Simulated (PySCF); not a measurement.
# C7H14N2: the cost of one run

Computed with PySCF 2.14.0 and routines of our own; the level stands in each step. Atoms count from 0.

## 1. The system as given

23 atoms, charge 0, multiplicity 1; geometry from: GFN2-xTB.

## 2. Vibronic structure: TDDFT PBE0/def2-SV(P)

The job: settings as JSON, then the geometry in Å.

```
{"job": {"kind": "vib", "xc": "PBE0", "basis": "def2-SV(P)", "tda": false}, "charge": 0, "multiplicity": 1}
C      2.778372     0.401121     1.264366
C      1.651311     0.575304     0.254145
C      1.357085    -0.724990    -0.488266
C      0.241022    -0.567426    -1.533263
N     -1.040003    -0.183158    -1.014191
C     -1.803768    -1.041656    -0.101889
C     -2.788617    -0.061416     0.551868
C     -2.255743     1.253021     0.026626
N     -1.293795     1.115856    -0.793814
H      2.980035     1.337739     1.778291
H      2.513985    -0.347929     2.008410
H      3.690366     0.079376     0.765548
H      1.922504     1.345300    -0.470731
H      0.750394     0.915291     0.767724
H      1.084716    -1.503499     0.228407
H      2.257750    -1.059436    -1.007792
H      0.525702     0.207380    -2.248769
H      0.113584    -1.513354    -2.071598
H     -1.144415    -1.511075     0.637429
H     -2.298859    -1.829541    -0.675780
H     -3.815448    -0.223144     0.217339
H     -2.777206    -0.101826     1.642168
H     -2.653724     2.217073     0.273852
```

Level: TDDFT PBE0/def2-SV(P) vertical-gradient vibronic structure (displaced harmonic oscillators, Condon), gas phase.

On the command line:

```
OMP_NUM_THREADS=1 python excited_run.py task.json out
```

One launch serves the whole session: the jobs run in the order shown.

**Question.** How long does this first job take on 1 thread of AMD EPYC, shared host, and how much memory does it need?

About 94 s, with a peak of 0.97 GiB.
